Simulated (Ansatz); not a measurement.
**CH₅NSSi: small, medium and large basis sets**

Aim: see how fast density functionals converge with the basis set for CH₅NSSi.

Program: Ansatz 0.2.0, Gaussian basis. Level of theory: one geometry, several basis sets. These are calculated values, not measurements.

Levels to be run: PBE0-D4/def2-SVP; ωB97M-V/def2-SVP; PBE0-D4/def2-QZVPP; ωB97M-V/def2-QZVPP; the functionals' def2-TZVPP values are taken from earlier runs.

### Step 1. Structure used throughout

All runs share one geometry, relaxed beforehand with PBE0-D4 in a triple-zeta def2 set.

SMILES `S[SiH]1CN1`, 9 atoms, charge 0, spin multiplicity 1.

Atoms are counted from 1 here; the program's logs count them from 0.

Bond lengths: S1–Si2 2.115 Å, S1–H5 1.344 Å, Si2–C3 1.826 Å, Si2–N4 1.701 Å, Si2–H6 1.479 Å, C3–N4 1.504 Å, C3–H7 1.088 Å, C3–H8 1.091 Å, N4–H9 1.008 Å. Angles: Si2–S1–H5 93.1°, S1–Si2–C3 128.1°, S1–Si2–N4 119.2°, S1–Si2–H6 107.2°, C3–Si2–N4 50.3°, C3–Si2–H6 119.7°, N4–Si2–H6 122.6°, Si2–C3–N4 60.6°, Si2–C3–H7 124.3°, Si2–C3–H8 117.9°, N4–C3–H7 114.1°, N4–C3–H8 117.0°, H7–C3–H8 112.6°, Si2–N4–C3 69.1°, Si2–N4–H9 131.1°, C3–N4–H9 118.6°.

As a file:

```
S    -0.5956    1.1933   -2.1368
Si    0.3442    0.6639   -0.3175
C     0.4222   -0.9796    0.4733
N    -0.5967    0.0204    0.9457
H    -1.5347    0.2390   -2.0152
H     1.4295    1.6410   -0.0846
H    -0.0070   -1.8848    0.0496
H     1.2593   -1.1858    1.1412
H    -0.6325    0.2462    1.9271
```

### Step 2. PBE0-D4 in def2-SVP

in.yaml reads:

```yaml
crystal:
  periodic: [false, false, false]
  atoms:
    - {symbol: S, position_ang: [-0.595647, 1.193278, -2.136825]}
    - {symbol: Si, position_ang: [0.344225, 0.663880, -0.317458]}
    - {symbol: C, position_ang: [0.422223, -0.979599, 0.473334]}
    - {symbol: N, position_ang: [-0.596681, 0.020386, 0.945674]}
    - {symbol: H, position_ang: [-1.534749, 0.239024, -2.015207]}
    - {symbol: H, position_ang: [1.429452, 1.641030, -0.084594]}
    - {symbol: H, position_ang: [-0.007047, -1.884838, 0.049576]}
    - {symbol: H, position_ang: [1.259257, -1.185797, 1.141218]}
    - {symbol: H, position_ang: [-0.632532, 0.246234, 1.927083]}
basis:
  gaussian: {orbitals: def2-SVP}
hamiltonian: {xc: pbe0, dispersion: d4}
output: {orbitals: {seedname: orbitals}}
```

The run is started by

```
ansatz run in.yaml --threads 2 --pin off --events-out ev --progress --plain --max-ram 4352MiB
```

The runs that follow: ωB97M-V in def2-SVP; PBE0-D4 in def2-QZVPP; ωB97M-V in def2-QZVPP.

Before running them: what should the planned runs give, taken together? Wanted: PBE0-D4: double and triple zeta above quadruple; ωB97M-V: double and triple zeta above quadruple.

As calculated:

| quantity | value |
| --- | --- |
| PBE0-D4: double and triple zeta above quadruple | 10.47, 0.76 eV |
| ωB97M-V: double and triple zeta above quadruple | 10.54, 0.72 eV |

PBE0-D4 gains 9.71 eV from double to triple zeta, then 0.76 eV more. Total energies overstate the basis error of differences, where much of it tends to cancel. The LUMO of ωB97M-V is positive and keeps falling with the basis (2.67 to 1.60 eV): an unbound level that the basis holds in place.
